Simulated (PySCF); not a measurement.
# C2H7GeNS: the cost of one run

Programs: PySCF 2.14.0, with density-fitted response routines of our own. Each step states its level of theory. These are calculated values for one molecule in the gas phase, unless marked as measured. Atoms are numbered from 0 throughout.

## Step 1: The molecule as given

12 atoms, charge 0, multiplicity 1; geometry from: GFN2-xTB. The atoms were then displaced at random by about 0.01 Å, so the start is not that level's minimum.

Bonds of the start (Å): C0–C1 1.46, C1–S2 1.63, C1–Ge3 2.01, Ge3–N4 1.80, C0–H5 1.08, C0–H6 1.11, C0–H7 1.10, Ge3–H8 1.51, Ge3–H9 1.49, N4–H10 1.00, N4–H11 1.02.

## Step 2: Geometry optimisation at PBE0-D3(BJ)/def2-SVP

Job settings and geometry (Å):

```
{"job": {"xc": "PBE0", "basis": "def2-SVP", "d3": "d3bj", "grid": 1, "shake": 0.01, "kind": "geom"}, "charge": 0, "multiplicity": 1}
C     -1.589920     0.333030     0.804840
C     -0.932360    -0.650810    -0.047750
S     -1.770150    -1.687420    -0.992490
Ge     1.078610    -0.698900    -0.025540
N      1.578930     0.991800    -0.393310
H     -1.396300     0.150150     1.847320
H     -1.188820     1.345390     0.590580
H     -2.672210     0.364950     0.640010
H      1.589600    -0.971280     1.371910
H      1.498110    -1.773500    -0.974380
H      1.269100     1.380660    -1.258680
H      2.575100     1.187670    -0.277380
```

Run with:

```
> OMP_NUM_THREADS=1 python probes_run.py task.json out
```

One launch serves the whole session: the jobs run in the order shown.

Q: Estimate the wall time and peak memory of this first job on 1 thread of Arm Neoverse V1, shared host.

About 1.8 min, with a peak of 0.54 GiB.
